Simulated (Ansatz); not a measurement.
**C4H10Si: basis-set convergence**

An exercise on one series of results from a longer session: the logs are not shown, and one member is left open.

Method: one geometry, several basis sets; program: Ansatz 0.2.0, Gaussian basis.

Levels to be run: PBE0-D4/def2-SVP; ωB97M-V/def2-SVP; PBE0-D4/def2-QZVPP; ωB97M-V/def2-QZVPP; the functionals' def2-TZVPP values are taken from earlier runs.

## The relaxed structure

All runs share one geometry, relaxed beforehand with PBE0-D4 in a triple-zeta def2 set.

15 atoms, charge 0, spin multiplicity 1.

Atoms are counted from 1 here; the program's logs count them from 0.

Bond lengths: C1–C2 1.537 Å, C1–H6 1.096 Å, C1–H7 1.093 Å, C1–H8 1.093 Å, C2–Si3 1.904 Å, C2–H9 1.093 Å, C2–H10 1.094 Å, Si3–C4 1.906 Å, C4–C5 1.522 Å, C4–H11 1.096 Å, C4–H12 1.106 Å, C5–H13 1.093 Å, C5–H14 1.094 Å, C5–H15 1.092 Å. Angles: C2–C1–H6 112.0°, C2–C1–H7 111.4°, C2–C1–H8 111.7°, H6–C1–H7 106.7°, H6–C1–H8 107.2°, H7–C1–H8 107.5°, C1–C2–Si3 105.9°, C1–C2–H9 109.5°, C1–C2–H10 110.1°, Si3–C2–H9 110.0°, Si3–C2–H10 113.7°, H9–C2–H10 107.6°, C2–Si3–C4 101.1°, Si3–C4–C5 122.1°, Si3–C4–H11 107.2°, Si3–C4–H12 101.1°, C5–C4–H11 111.0°, C5–C4–H12 110.3° and more.

The first run:

Contents of in.yaml:

```yaml
crystal:
  periodic: [false, false, false]
  atoms:
    - {symbol: C, position_ang: [-0.565472, 0.475698, 1.788997]}
    - {symbol: C, position_ang: [0.857254, 0.393223, 1.213577]}
    - {symbol: Si, position_ang: [1.018322, -1.351630, 0.468931]}
    - {symbol: C, position_ang: [0.026324, -1.153160, -1.145900]}
    - {symbol: C, position_ang: [-0.113696, 0.189333, -1.849990]}
    - {symbol: H, position_ang: [-0.789867, -0.368392, 2.451319]}
    - {symbol: H, position_ang: [-0.705108, 1.384591, 2.379618]}
    - {symbol: H, position_ang: [-1.321292, 0.477501, 0.999447]}
    - {symbol: H, position_ang: [1.584786, 0.523702, 2.019388]}
    - {symbol: H, position_ang: [1.017586, 1.197345, 0.488906]}
    - {symbol: H, position_ang: [0.379111, -1.925841, -1.839247]}
    - {symbol: H, position_ang: [-0.966167, -1.529021, -0.833355]}
    - {symbol: H, position_ang: [0.858807, 0.577260, -2.164618]}
    - {symbol: H, position_ang: [-0.736602, 0.115578, -2.746049]}
    - {symbol: H, position_ang: [-0.565787, 0.943012, -1.201727]}
basis:
  gaussian: {orbitals: def2-SVP}
hamiltonian: {xc: pbe0, dispersion: d4}
output: {orbitals: {seedname: orbitals}}
```

Steps of the session up to this table: PBE0-D4 in def2-SVP; ωB97M-V in def2-SVP; PBE0-D4 in def2-QZVPP; ωB97M-V in def2-QZVPP.

One of the session's tables, all rows but one given; the rest of the session is left out.

It belongs to the step «Functionals by basis». 

| functional | basis | HOMO (eV) | LUMO (eV) |
| --- | --- | --- | --- |
| PBE0-D4 | def2-SVP | -5.73 | -1.94 |
| PBE0-D4 | def2-TZVPP | -5.77 | -1.99 |
| PBE0-D4 | def2-QZVPP | -5.80 | -2.02 |
| ωB97M-V | def2-SVP | -7.80 | 0.08 |
| ωB97M-V | def2-TZVPP | -7.86 | -0.06 |
| ωB97M-V | def2-QZVPP | ? | ? |

Q: Estimate the row for ωB97M-V, def2-QZVPP from the others.

As computed: HOMO (eV): -7.88; LUMO (eV): -0.15. In the column «HOMO (eV)» it is the lowest.
